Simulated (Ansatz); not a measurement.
Run this with Ansatz 0.2.0, Python API and show what comes out.

Script `scan_cl2h3si2.py`:
```python
"""Potential curve of Cl2H3Si2 along one bond."""

import ansatz as az
import numpy as np

GEOMETRY = """
Si   -0.40900    0.82300   -0.22230
Si    0.15990   -1.09270    0.79050
Cl    2.12960   -1.09200    1.23650
Cl   -0.00910   -2.68870   -0.45890
H    -1.90370    0.82890   -0.59460
H    -0.24780    2.03770    0.68120
H     0.34140    1.11580   -1.47810
"""

geometry = az.Crystal.molecule()
for line in GEOMETRY.strip().splitlines():
    symbol, *xyz = line.split()
    geometry = geometry.atom(symbol, [float(v) for v in xyz])

symbols = [site.symbol for site in geometry.cartesian_sites]
start = np.array([site.position_ang for site in geometry.cartesian_sites])
axis = (start[5] - start[0]) / np.linalg.norm(start[5] - start[0])
moving = [5]
lengths, energies = [1.34, 1.401, 1.462, 1.522, 1.583, 1.644, 1.705, 1.796], []
for length in lengths:
    xyz = start.copy()
    xyz[moving] += (length - np.linalg.norm(start[5] - start[0])) * axis
    point = az.Crystal.molecule()
    for symbol, place in zip(symbols, xyz):
        point = point.atom(symbol, place.tolist())
    model = point.calculation().basis(gaussian="def2-SVP").functional("pbe").spin("collinear", total=1)
    r = model.run(threads=1).report
    energies.append(r["free_energy_ev"])
    print(f"r = {length:6.3f} A  E = {energies[-1]:.5f} eV  <S^2> = {abs(r['mean_field']['state']['spin_squared']):.3f}")

# quartic fit about the minimum
fit = np.polynomial.Polynomial.fit(lengths, np.array(energies) - min(energies), 4).convert()
roots = [r.real for r in fit.deriv().roots() if abs(r.imag) < 1e-9 and fit.deriv(2)(r.real) > 0]
r_e = min(roots, key=lambda r: abs(r - lengths[int(np.argmin(energies))]))
print(f"minimum of the fit at {r_e:.4f} A, force constant {fit.deriv(2)(r_e):.2f} eV/A^2")
```

```console
$ python scan_cl2h3si2.py
r =  1.340 A  E = -40818.82659 eV  <S^2> = 0.752
r =  1.401 A  E = -40819.01606 eV  <S^2> = 0.752
r =  1.462 A  E = -40819.10720 eV  <S^2> = 0.752
r =  1.522 A  E = -40819.12258 eV  <S^2> = 0.752
r =  1.583 A  E = -40819.08030 eV  <S^2> = 0.752
r =  1.644 A  E = -40818.99371 eV  <S^2> = 0.752
r =  1.705 A  E = -40818.87396 eV  <S^2> = 0.752
r =  1.796 A  E = -40818.65213 eV  <S^2> = 0.752
minimum of the fit at 1.5060 A, force constant 16.90 eV/A^2
```

Reading the output:
- These settings explore the input space; basis and method may be short of convergence.
- The rest of the molecule is held rigid at a force-field or estimated start geometry, and the basis set is modest; single-reference methods fail as a bond breaks.
- The species is open-shell (spin multiplicity 2).
- Timing: 23 s on 1 thread of Arm Neoverse V2, on a shared host, peak memory 0.2 GiB.
